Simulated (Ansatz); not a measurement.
# KLa (L11 type): how the settings move a single-point run

How sensitive is a single-point run of KLa (L11 type) to its settings? A reference run comes first, then one run with altered input.

Computed with Ansatz 0.2.0 (reference: DFT, PBE, PAW with Ansatz's default frozen-core files, scalar-relativistic, unless a step's input says otherwise).

**1. Starting point**

The structure is trigonal, space group R-3m (No. 166). Conventional cell: a = 3.861 Å, b = 3.861 Å, c = 22.724 Å, α = 90.00°, β = 90.00°, γ = 120.00°. K (site symmetry -3m) has 6 K at 3.86 Å and 6 La at 4.39 Å as nearest neighbours. La (site symmetry -3m) is surrounded by 6 La at 3.86 Å and 6 K at 4.39 Å.

Coordinates:

```cif
data_structure
_symmetry_space_group_name_H-M 'P 1'
_symmetry_Int_Tables_number 1
_cell_length_a 7.8961
_cell_length_b 7.8961
_cell_length_c 7.8961
_cell_angle_alpha 28.306
_cell_angle_beta 28.306
_cell_angle_gamma 28.306
_cell_volume 97.81
loop_
_atom_site_label
_atom_site_type_symbol
_atom_site_fract_x
_atom_site_fract_y
_atom_site_fract_z
_atom_site_occupancy
K1 K 0.00000 0.00000 0.00000 1
La1 La 0.50000 0.50000 0.50000 1
```

**2. The reference run**

Contents of input.yaml:

```yaml
crystal:
  lattice:
    - [1.9307056183, -1.1146934085, 7.5748269633]
    - [0.0, 2.229386817, 7.5748269633]
    - [-1.9307056183, -1.1146934085, 7.5748269633]
  atoms:
    - { symbol: K, position: [0.0, 0.0, 0.0] }
    - { symbol: La, position: [0.5, 0.5, 0.5] }
kpoints:
  mp_grid: { grid: [11, 11, 11] }
scf:
  occupations: { method: fermi_dirac, width: 0.05 }
hamiltonian:
  xc: pbe
  pseudopotentials: { kind: paw }
output:
  forces: true
  stress: true
  eigenvalues: true
  efg: { contact_densities: true }
```

On the command line:

```bash
ansatz run input.yaml --threads 1 --pin off --max-ram 2048MiB --backend cpu --events-out ev --progress --plain --runs-dir out
```

**3. Variant: eigensolver.kind davidson**

Changes to input.yaml since step 2:

```diff
@@ -12,2 +12,3 @@
   occupations: { method: fermi_dirac, width: 0.05 }
+  eigensolver: { kind: davidson }
 hamiltonian:
```

Before running it: what results should come out? Wanted: for each run, ending; energy change; pressure; gap; force.

The runs gave:

```tsv
run	ending	energy change	pressure (GPa)	gap (eV)	force (eV/Å)	cycles	time
reference	converged	0	-0.7	0.00	0.00	7	12 s
1: eigensolver.kind davidson	converged	0.0 meV/atom	-0.7	0.00	0.00	8	19 s
```

Residual by cycle in the longest SCF loop of each run; runs are numbered as in the table. The quantity is the density residual dr2, in eV.

```tsv
cycle	reference	run 1
1	0.0324	0.038
2	0.0151	0.0139
3	0.00162	0.00416
4	1.6e-4	1.5e-4
5	1.0e-5	2.3e-5
6	7.3e-7	6.5e-6
7	3.9e-8	1.9e-6
8	-	7.4e-8
```

What this shows: With the changed solver the energy agrees within 0.5 meV/atom. Cost: 8 SCF cycles against 7, 19 s against 12 s.
